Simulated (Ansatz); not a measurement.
# Al3InAs4: the cost of one run

Computed with Ansatz 0.2.0 (DFT PBE, scalar-relativistic, plane waves, PAW, unless a step's input says otherwise).

## 1. The system as given

The structure is tetragonal, space group I-42m (No. 121). Conventional cell: a = 5.516 Å, b = 5.516 Å, c = 11.032 Å, α = 90.00°, β = 90.00°, γ = 90.00°. Around Al (site symmetry -4) lie 4 As at 2.39 Å. Al (site symmetry -42m) is surrounded by 4 As at 2.39 Å. In (site symmetry -42m) has 4 As at 2.39 Å as nearest neighbours. Around As (site symmetry m) lie 3 Al at 2.39 Å and 1 In at 2.39 Å.

Coordinates:

```
Al In As
1.0
    -2.75809    2.75809    5.51618
     2.75809   -2.75809    5.51618
     2.75809    2.75809   -5.51618
Al In As
3 1 4
Direct
  0.75000 0.25000 0.50000
  0.50000 0.50000 0.00000
  0.25000 0.75000 0.50000
  0.00000 0.00000 0.00000
  0.87500 0.37500 0.00000
  0.62500 0.62500 0.50000
  0.37500 0.87500 0.00000
  0.12500 0.12500 0.50000
```

The start is an ordering of an alloy on its end members' structure types: elements ordered on the sites of the InAs type, Al/In on In (I-42m, No. 121).

## 2. Probe: one point on a coarse mesh

input.yaml

```yaml
crystal:
  lattice:
    - [-2.75808803, 2.75808803, 5.51617606]
    - [2.75808803, -2.75808803, 5.51617606]
    - [2.75808803, 2.75808803, -5.51617606]
  atoms:
    - { symbol: Al, position: [0.75, 0.25, 0.5] }
    - { symbol: Al, position: [0.5, 0.5, 0.0] }
    - { symbol: Al, position: [0.25, 0.75, 0.5] }
    - { symbol: In, position: [0.0, 0.0, 0.0] }
    - { symbol: As, position: [0.875, 0.375, 0.0] }
    - { symbol: As, position: [0.625, 0.625, 0.5] }
    - { symbol: As, position: [0.375, 0.875, 0.0] }
    - { symbol: As, position: [0.125, 0.125, 0.5] }
basis:
  ecutwfc: 420
kpoints:
  mp_grid: { grid: [4, 4, 4] }
hamiltonian:
  xc: pbe
scf:
  occupations: { method: gaussian, width: 0.1 }
  lower_state_search: "off"
output:
  forces: true
  stress: true
  eigenvalues: true
```

Launch:

```sh
> ansatz run input.yaml --threads 1 --pin off --max-ram 2560MiB --backend cpu --events-out ev --progress --plain --runs-dir out
```

**Question.** How long does this run take on 1 thread of Intel Xeon Platinum 8259CL at 2.50GHz (Skylake/Cascade Lake), shared host, and how much memory does it need?

About 8.4 s, with a peak of 0.47 GiB.
